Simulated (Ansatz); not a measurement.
Here is an Ansatz 0.2.0 calculation.

File input.yaml:

```yaml
crystal:
  lattice:
    - [4.3924264328, 0.0, 0.0]
    - [-2.1962132164, 3.8039528751, 0.0]
    - [0.0, 0.0, 7.107295]
  atoms:
    - { symbol: "Y", position: [0.0, 0.0, 0.270071] }
    - { symbol: "Y", position: [0.0, 0.0, 0.729929] }
    - { symbol: Ge, position: [0.6666666667, 0.3333333333, 0.0] }
    - { symbol: Ge, position: [0.6666666667, 0.3333333333, 0.5] }
    - { symbol: Ge, position: [0.3333333333, 0.6666666667, 0.0] }
hamiltonian:
  xc: r2scan
  pseudopotentials: { kind: paw }
kpoints:
  mp_grid: { grid: [7, 7, 4] }
scf:
  occupations: { method: fermi_dirac, width: 0.05 }
output:
  forces: true
  stress: true
  eigenvalues: true
  write_density: true
  write_potential: true
  elf: true
  volumetric_format: npy
relax:
  f_tol: 0.01
  max_steps: 40
  cell: { stress_tol: 0.05, p_target: 10.0 }
```

Potentials or basis: Ansatz PAW.

Command:

```console
$ ansatz run input.yaml --threads 2 --pin off --max-ram 5632MiB --backend cpu --events-out ev --progress --plain --runs-dir out
```

**Question.** Predict the space group after relaxing (to 0.05 Å).

**Answer.** P-6m2 (No. 187).

**Question.** Estimate the relaxed cell.

**Answer.** a = 4.202 Å, b = 4.202 Å, c = 6.845 Å, α = 90.00°, β = 90.00°, γ = 120.00°.

**Question.** What does it give for the band gap on the k mesh?

**Answer.** None (metal or under the smearing width).

Forces in eV/Å, atoms in the order of the input:
```
Y    0.000  0.000  0.009
Y    0.000  0.000 -0.009
Ge   0.000  0.000  0.000
Ge   0.000  0.000  0.000
Ge   0.000  0.000  0.000
```

Caveat: the plane-wave basis is chosen anew once the cell has moved, so the energies of steps on either side of that aren't comparable; the PAW data sets come from PBE, with cores solved anew for the run's functional, which leaves a small shift of forces and pressure.
